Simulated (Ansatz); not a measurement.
# Al: the cost of one run

Computed with Ansatz 0.2.0 (DFT LDA, scalar-relativistic, plane waves, PAW, unless a step's input says otherwise).

4 further runs of the same task are left out: 2 that didn't finish, 2 set aside as unsound or not needed.

### 1 The structure to begin with

It takes space group Fm-3m (No. 225, cubic). Conventional cell: a = 3.984 Å, b = 3.984 Å, c = 3.984 Å, α = 90.00°, β = 90.00°, γ = 90.00°. Al (site symmetry m-3m) has 12 Al at 2.82 Å as nearest neighbours.

Structure file:

```cif
data_structure
_symmetry_space_group_name_H-M 'P 1'
_symmetry_Int_Tables_number 1
_cell_length_a 2.8168
_cell_length_b 2.8168
_cell_length_c 3.9836
_cell_angle_alpha 90.000
_cell_angle_beta 90.000
_cell_angle_gamma 90.000
_cell_volume 31.61
loop_
_atom_site_label
_atom_site_type_symbol
_atom_site_fract_x
_atom_site_fract_y
_atom_site_fract_z
_atom_site_occupancy
Al1 Al 0.50000 0.50000 0.50000 1
Al2 Al 0.00000 0.00000 0.00000 1
```

It is built from the cell relaxed beforehand with the same method (15.80 Å³/atom).

### 2 The reference: the undisturbed cell on the scan's mesh

File input.yaml:

```yaml
crystal:
  lattice:
    - [0.0, -1.9918089507, -1.9918089507]
    - [0.0, 1.9918089507, -1.9918089507]
    - [3.9836179013, 0.0, 0.0]
  atoms:
    - { symbol: Al, position: [0.5, 0.5, 0.5] }
    - { symbol: Al, position: [0.0, 0.0, 0.0] }
basis:
  ecutwfc: 420
kpoints:
  mp_grid: { grid: [12, 12, 8] }
hamiltonian:
  xc: lda
scf:
  occupations: { method: gaussian, width: 0.15 }
output:
  forces: true
  stress: true
  eigenvalues: true
```

On the command line:

```sh
$ ansatz run input.yaml --threads 1 --pin off --max-ram 2560MiB --backend cpu --events-out ev --progress --plain --runs-dir out
```

**Question.** How long does this run take on 1 thread of Arm Neoverse V2, shared host, and how much memory does it need?

About 1.5 s, with a peak of 0.29 GiB.
